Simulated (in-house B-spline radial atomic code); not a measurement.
**Excited states and polarisability of P³⁺ by several methods**

The task here is to estimate one member of a computed series from the others.

Program: in-house B-spline radial atomic code version 1. Level of theory: linear response of a closed shell, each method with its own adiabatic kernel; non-relativistic; B-spline basis; no spin-orbit coupling, no double excitations; only terms of natural parity, (−1)^L, with L up to 3 are computed. These are calculated values, not measurements, unless marked.

### The system

| Item | Value |
| --- | --- |
| element | phosphorus (Z = 15) |
| charge | +3 |
| configuration | [Ne] 3s2 |
| runs | TDHF; BSE on G0W0@HF; LDA (VWN5); PBE; PBE0; B3LYP; CAM-B3LYP; LC-ωPBE; ωB97X; HSE06; BHandHLYP; BLYP; PBEsol; BP86; exchange-only LDA; B97-1; RPBE; OLYP |

Outer shells as boxes (Hund's rule):

P³⁺
```
[Ne] core
3s [↑↓]
```

Set-up of the first run:

Settings, as recorded:

```ini
Z = 15
electrons = 12.0
configuration = [Ne] 3s2
hamiltonian = nr
method = hf
box_radius = 23.08
intervals = 52
```

The run is started by

```sh
$ python run_td.py task.json out
```

The settings of every run stand in task.json; they run in order.

Steps of the session up to this table: TDHF.

One table of the session follows, with a row left open; its other results are not shown here.

It belongs to the step «TDHF». 

```
   state  full (eV)  Tamm-Dancoff (eV)
3s→3p ³P      6.339              7.103
3s→3p ¹P     12.663             13.095
3s→3d ³D     22.152             22.197
3s→3d ¹D     24.407             24.443
3s→4s ³S     26.834             26.853
3s→4s ¹S     28.069             28.089
3s→4p ³P          ?                  ?
3s→4p ¹P     31.054             31.086
3s→4d ³D     35.008             35.015
3s→4d ¹D     35.427             35.434
3s→4f ³F     36.106             36.107
3s→4f ¹F     36.295             36.296
3s→5s ³S     36.899             36.904
3s→5s ¹S     37.289             37.296
```

Estimate the missing values for 3s→4p ³P.

As computed: full (eV): 30.484; Tamm-Dancoff (eV): 30.500. In the column «full (eV)» it lies between 3s→4s ¹S (28.069) and 3s→4p ¹P (31.054).
